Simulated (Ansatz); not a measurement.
**C₂H₈FInN₂Si: ionisation energy by level of theory**

One table from this session's results is given with a row withheld; the runs are named, their logs left out.

Method: unrestricted cation, the program's frozen cores in correlated methods; program: Ansatz 0.2.0, Gaussian basis.

The runs, in order: UKS PBE-D4/def2-TZVPP; UKS r2SCAN-D4/def2-TZVPP; UKS PBE0-D4/def2-TZVPP; UKS B3LYP-D4/def2-TZVPP; UKS wB97X-V/def2-TZVPP; UKS wB97M-V/def2-TZVPP; UKS B2PLYP/def2-TZVPP; UHF-CCSD(T)/def2-TZVPP; UHF-MP2/def2-QZVPP; extrapolation to the limit; then −ε(HOMO) from the neutral's earlier runs with LDA (SPW92), PBE-D4, revPBE-D4, BLYP-D4, r2SCAN-D4, B97M-V, PBE0-D4, B3LYP-D4, r2SCANh-D4, r2SCAN0-D4, HSE06-D4, BHLYP-D4, CAM-B3LYP-D4, LC-ωPBE, ωB97X-V, ωB97M-V.

1 further run of the same task is left out (for a known fault of the program).

### Structure used throughout

All runs share one geometry, relaxed beforehand with PBE0-D4 in a triple-zeta def2 set. In takes the def2 core potential; no spin-orbit term is included.

SMILES `C=[N][In]([NH2])[SiH2]CF`, 15 atoms, charge 0, spin multiplicity 1.

Atoms are counted from 1 here; the program's logs count them from 0.

Bond lengths: C1–N2 1.258 Å, C1–H8 1.107 Å, C1–H9 1.102 Å, N2–In3 2.085 Å, In3–N4 2.002 Å, In3–Si5 2.565 Å, N4–H10 1.008 Å, N4–H11 1.007 Å, Si5–C6 1.905 Å, Si5–H12 1.490 Å, Si5–H13 1.489 Å, C6–F7 1.393 Å, C6–H14 1.094 Å, C6–H15 1.095 Å. Angles: N2–C1–H8 126.2°, N2–C1–H9 120.0°, H8–C1–H9 113.8°, C1–N2–In3 119.4°, N2–In3–N4 109.1°, N2–In3–Si5 125.3°, N4–In3–Si5 125.5°, In3–N4–H10 120.4°, In3–N4–H11 122.9°, H10–N4–H11 111.3°, In3–Si5–C6 108.8°, In3–Si5–H12 112.6°, In3–Si5–H13 111.1°, C6–Si5–H12 107.0°, C6–Si5–H13 109.6°, H12–Si5–H13 107.7°, Si5–C6–F7 110.2°, Si5–C6–H14 111.8° and more.

Geometry (Å):

```csv
atom,x (Å),y (Å),z (Å)
C1,-2.9451,1.1368,-0.0300
N2,-2.6951,-0.0885,0.1044
In3,-0.7272,-0.7025,0.4185
N4,-0.7029,-2.6757,0.7554
Si5,1.3117,0.8505,0.5119
C6,2.3987,0.5274,-1.0191
F7,2.5251,-0.8429,-1.2387
H8,-2.2083,1.9617,0.0032
H9,-3.9811,1.4730,-0.1985
H10,-1.5166,-3.2362,0.5572
H11,0.1383,-3.2271,0.7165
H12,0.9353,2.2923,0.4830
H13,2.1080,0.6143,1.7478
H14,3.4043,0.9416,-0.8974
H15,1.9549,0.9752,-1.9141
```

Set-up of the first run:

in.yaml reads:

```yaml
crystal:
  periodic: [false, false, false]
  atoms:
    - {symbol: C, position_ang: [-2.945084, 1.136824, -0.030004]}
    - {symbol: N, position_ang: [-2.695128, -0.088542, 0.104424]}
    - {symbol: In, position_ang: [-0.727194, -0.702518, 0.418514]}
    - {symbol: N, position_ang: [-0.702930, -2.675673, 0.755368]}
    - {symbol: Si, position_ang: [1.311677, 0.850512, 0.511854]}
    - {symbol: C, position_ang: [2.398674, 0.527352, -1.019106]}
    - {symbol: F, position_ang: [2.525094, -0.842877, -1.238733]}
    - {symbol: H, position_ang: [-2.208252, 1.961696, 0.003182]}
    - {symbol: H, position_ang: [-3.981087, 1.472993, -0.198483]}
    - {symbol: H, position_ang: [-1.516551, -3.236181, 0.557231]}
    - {symbol: H, position_ang: [0.138311, -3.227067, 0.716519]}
    - {symbol: H, position_ang: [0.935319, 2.292316, 0.482987]}
    - {symbol: H, position_ang: [2.107956, 0.614316, 1.747757]}
    - {symbol: H, position_ang: [3.404305, 0.941632, -0.897399]}
    - {symbol: H, position_ang: [1.954891, 0.975216, -1.914100]}
basis:
  gaussian: {orbitals: def2-TZVPP}
total_charge: 1
magnetization: {spin_polarized: true, initial_magnetization: 1}
hamiltonian: {xc: pbe, dispersion: d4}
```

Launch:

```
> ansatz run in.yaml --threads 2 --pin off --events-out ev --progress --plain --max-ram 31744MiB --backend cuda --devices 0, --max-vram 18GiB
```

Steps of the session up to this table: Cation, UKS PBE-D4/def2-TZVPP; Cation, UKS r2SCAN-D4/def2-TZVPP; Cation, UKS PBE0-D4/def2-TZVPP; Cation, UKS B3LYP-D4/def2-TZVPP; Cation, UKS wB97X-V/def2-TZVPP; Cation, UKS wB97M-V/def2-TZVPP; Cation, UKS B2PLYP (frozen core)/def2-TZVPP; Cation, UHF-CCSD(T)/def2-TZVPP; Cation, UHF-MP2/def2-QZVPP.

One table of the session follows, with a row left open; its other results are not shown here.

Orbital estimates, from the neutral's runs:

```
  functional  −ε(HOMO) (eV)
 LDA (SPW92)           5.03
      PBE-D4           4.89
   revPBE-D4           4.83
     BLYP-D4           4.78
   r2SCAN-D4           5.08
      B97M-V           5.20
     PBE0-D4           6.11
    B3LYP-D4           5.91
  r2SCANh-D4           5.55
  r2SCAN0-D4           6.25
    HSE06-D4           5.71
    BHLYP-D4           7.27
CAM-B3LYP-D4           7.42
     LC-ωPBE              ?
     ωB97X-V           8.37
     ωB97M-V           8.29
```

**Question.** Estimate the row for LC-ωPBE.

**Answer.** −ε(HOMO) (eV): 8.68. In the column «−ε(HOMO) (eV)» it is the highest.
